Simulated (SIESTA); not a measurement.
MgSi:

```
Si Mg
1.0
     2.16892   -5.87993    0.00000
     2.16892    5.87993    0.00000
     0.00000    0.00000    5.90024
Si Mg
4 4
Direct
  0.59656 0.40344 0.45315
  0.59656 0.40344 0.04685
  0.40344 0.59656 0.95315
  0.40344 0.59656 0.54685
  0.21580 0.78420 0.25000
  0.05785 0.94215 0.75000
  0.78420 0.21580 0.75000
  0.94215 0.05785 0.25000
```

The cell comes from a database or a generator and needn't be the stable form of this composition.

| Item | Value |
| --- | --- |
| Program | SIESTA 5.4.2 |
| Task | single point |
| Functional | PBEsol |
| Potentials or basis | PseudoDojo 0.4 standard (PBEsol files) |
| Basis | DZP (energy shift 0.003 Ry; two zetas on semicore shells) |
| Grid cutoff | 800 Ry |
| Energy shift | 0.003 Ry |
| k mesh | 7 × 7 × 5 |
| Occupations | fermi-dirac, width 0.05 eV |
| Spin | no spin polarisation |

On this cell: pressure 1.5 GPa; largest force 0.618 eV/Å; band gap on the k mesh none (metal or under the smearing width).

The same run follows on a disturbed copy (atoms moved at random, drawn with an rms of 0.05 Å):

```
Si Mg
1.0
     2.16892   -5.87993    0.00000
     2.16892    5.87993    0.00000
     0.00000    0.00000    5.90024
Si Mg
4 4
Direct
  0.59653 0.40509 0.45175
  0.60095 0.40887 0.03390
  0.40601 0.59833 0.96402
  0.40744 0.59866 0.54372
  0.22053 0.78051 0.25531
  0.07469 0.95366 0.74865
  0.79415 0.22490 0.75336
  0.94439 0.05984 0.25317
```

Question: What changes?

Answer: The energy (extrapolated to zero smearing) moves by +10.6 meV/atom; pressure 1.5 GPa; largest force 1.219 eV/Å; band gap on the k mesh none (metal or under the smearing width).

Forces on the atoms (eV/Å):
```
Si   0.096 -0.926 -0.482
Si   0.073 -0.928  0.787
Si   0.057  0.850 -0.794
Si   0.067  0.802  0.674
Mg   0.024 -0.034 -0.033
Mg  -0.227 -0.214 -0.032
Mg  -0.085  0.253 -0.090
Mg  -0.005  0.196 -0.030
```

Stress tensor (GPa, compression positive):
```
 0.06 -0.19 -0.02
-0.19  4.37 -0.20
-0.02 -0.20  0.11
```

Caveats: the basis of atomic orbitals isn't converged, which shifts pressures, moduli and gaps.
